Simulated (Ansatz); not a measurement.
Run this with Ansatz 0.2.0 through its Python package and show what comes out.

`drho.py`
```python
from dataclasses import dataclass

import ansatz as az
import numpy as np


@dataclass
class Settings:
    occupations: str = "fermi_dirac"
    ecut: int = 550
    kgrid: tuple[int, ...] = (9, 9, 4)


opts = Settings()

vectors0 = np.array([
    [2.875432, 0.0, 0.0],
    [-1.437716, 2.490197, 0.0],
    [0.0, 0.0, 5.945857],
])
sites = [
    ("Tc", [0.0, 0.0, 0.0]),
    ("Tc", [0.0, 0.0, 0.5]),
    ("B", [2 / 3, 1 / 3, 0.75]),
    ("B", [1 / 3, 2 / 3, 0.25]),
]


def crystal_on(cell):
    crystal = az.Crystal(lattice=az.Lattice.of(cell))
    for symbol, position in sites:
        crystal = crystal.atom(symbol, position)
    return crystal


def main() -> None:
    def solve(crystal):
        return (
            crystal.calculation()
            .functional(az.Functional.LDA)
            .occupations(opts.occupations)
            .basis(opts.ecut, grid_basis="typed")
            .kpoints(*opts.kgrid)
            .density()
            .run(threads=1)
        )


    whole = solve(crystal_on(vectors0))
    difference = whole.density().channels[0].density_e_per_ang3.copy()
    binding = whole.report["free_energy_ev"]
    for element in ["Tc", "B"]:
        part = az.Crystal(lattice=az.Lattice.of(vectors0))
        for symbol, position in sites:
            if symbol == element:
                part = part.atom(symbol, position)
        alone = solve(part)
        difference -= alone.density().channels[0].density_e_per_ang3
        binding -= alone.report["free_energy_ev"]
        print(f"{element} sublattice: {alone.report['n_electrons']:g} electrons, {alone.report['n_iterations']} iterations")

    voxel = abs(np.linalg.det(vectors0)) / difference.size
    print(f"energy of the crystal less its unpolarised sublattices: {binding / len(sites):.4f} eV/atom")
    print(f"net charge of the difference {difference.sum() * voxel:.5f} e, charge moved {0.5 * np.abs(difference).sum() * voxel:.3f} e")
    print(f"extremes {difference.min():.4f} and {difference.max():.4f} e/A^3")
    for (symbol, position) in sites:
        index = tuple(int(round(p * n)) % n for p, n in zip(position, difference.shape))
        print(f"  change of the pseudo-density at the grid point nearest {symbol}: {difference[index]:+.4f} e/A^3")


if __name__ == "__main__":
    main()
```

```console
$ python drho.py
Tc sublattice: 30 electrons, 7 iterations
B sublattice: 6 electrons, 6 iterations
energy of the crystal less its unpolarised sublattices: -3.5484 eV/atom
net charge of the difference 0.00000 e, charge moved 0.946 e
extremes -0.3640 and 0.1723 e/A^3
  change of the pseudo-density at the grid point nearest Tc: -0.0431 e/A^3
  change of the pseudo-density at the grid point nearest Tc: -0.0431 e/A^3
  change of the pseudo-density at the grid point nearest B: -0.1150 e/A^3
  change of the pseudo-density at the grid point nearest B: -0.1150 e/A^3
```

What to keep in mind:
- The run is spin-unpolarised.
- For a metal this k-point mesh is coarse: on a finer one energies can move by several to tens of meV an atom and pressures by half a GPa or more, differences at one mesh by less.
- Densities and potentials on the grid are those of the valence electrons, and inside the cores they hang on the potentials used.
- This cell is a computed structure, which may not be the phase found in nature.
- Charge moved counts every rearrangement, bonding and polarisation too, and is no transfer between atoms; the bare sublattices are artificial references. Values near the nuclei depend on the potentials.
- Hardware and time: 4.9 s on 1 thread of Arm Neoverse V2 (shared host), peak memory 0.38 GiB.

(Lines on the test bed's own set-up are left out of the output.)
